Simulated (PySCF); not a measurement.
# RuF₃: relaxation and vibrations of the quartet

Aim: relax RuF₃ as a quartet from a hand-made trigonal planar geometry, check by its vibrations whether the end is a minimum, and collect its spectrum and constants.

The runs use PySCF 2.14.0; PBE0, basis Ru x2c-TZVPall, F x2c-TZVPall, spin-free X2C, no spin–orbit coupling, density fitting.

4 atoms, charge 0, spin multiplicity 4.

Bond lengths: Ru1–F2 1.890 Å, Ru1–F3 1.890 Å, Ru1–F4 1.890 Å. Angles: F2–Ru1–F3 120.0°, F2–Ru1–F4 120.0°, F3–Ru1–F4 120.0°.

```xyz
4
charge 0 multiplicity 4
Ru    0.0000    0.0000    0.0000
F     1.8900    0.0000    0.0000
F    -0.9450    1.6368    0.0000
F    -0.9450   -1.6368    0.0000
```

| quantity | value |
| --- | --- |
| minimum | quartet, C2v |
| geometry | Ru–F 1.828 Å, Ru–F 1.843 Å (×2); F–Ru–F 100.3° (×2), F–Ru–F 159.4° |
| wavenumbers (cm⁻¹) | 132 (b2), 178 (a1), 195 (b1), 634 (a1), 673 (a1), 696 (b2) |
| dipole moment | 2.16 D |
| highest occupied, lowest empty level (either spin) | -8.31, -4.59 eV |
| polar-tensor charge of Ru1 | +1.99 e |
| zero-point energy | 15.0 kJ/mol |
| entropy at 298.15 K | 321.1 J/(mol K) |
| ⟨S²⟩ | 3.760 |

From D3h at the start the molecule goes to a C2v minimum. In the infrared the band at 696 cm⁻¹ (b2, stretch) leads. Most of the spin sits on Ru1 (Mulliken spin 2.60, against 3 for the whole molecule). Other starts or spin states, not run here, may lie lower. One determinant may miss the lowest occupation of an open d or f shell.

Which input would start the first run of this session?

One input that does so (others would too):

One driver script runs all steps and calls PySCF; scf.py shows how it sets up the SCF of each step. The optimiser is the driver's own. After this first run the driver tries any further starts and a stability analysis.

Contents of scf.py:

```python
from pyscf import gto, scf, dft
mol = gto.M(atom='''
Ru     0.000000     0.000000     0.000000
F      1.890000     0.000000     0.000000
F     -0.945000     1.636800     0.000000
F     -0.945000    -1.636800     0.000000''',
    basis={'Ru': 'x2c-TZVPall', 'F': 'x2c-TZVPall'},
    nucmod='G',
    charge=0, spin=3)
mf = dft.UKS(mol, xc='PBE0')
mf.grids.atom_grid = (50, 194)
aux = {'Ru': 'AutoAux', 'F': 'AutoAux'}  # AutoAux: made from the orbital basis by basis_set_exchange (get_aux=1)
mf = mf.density_fit(auxbasis=aux).sfx2c1e()
mf.conv_tol = 1e-08
mf.diis_space = 10
mf.max_cycle = 60
mf.init_guess = 'minao'
mf.verbose = 4
mf.kernel()
```

Started as:

```sh
> OMP_NUM_THREADS=8 python axn.py task.json out
```
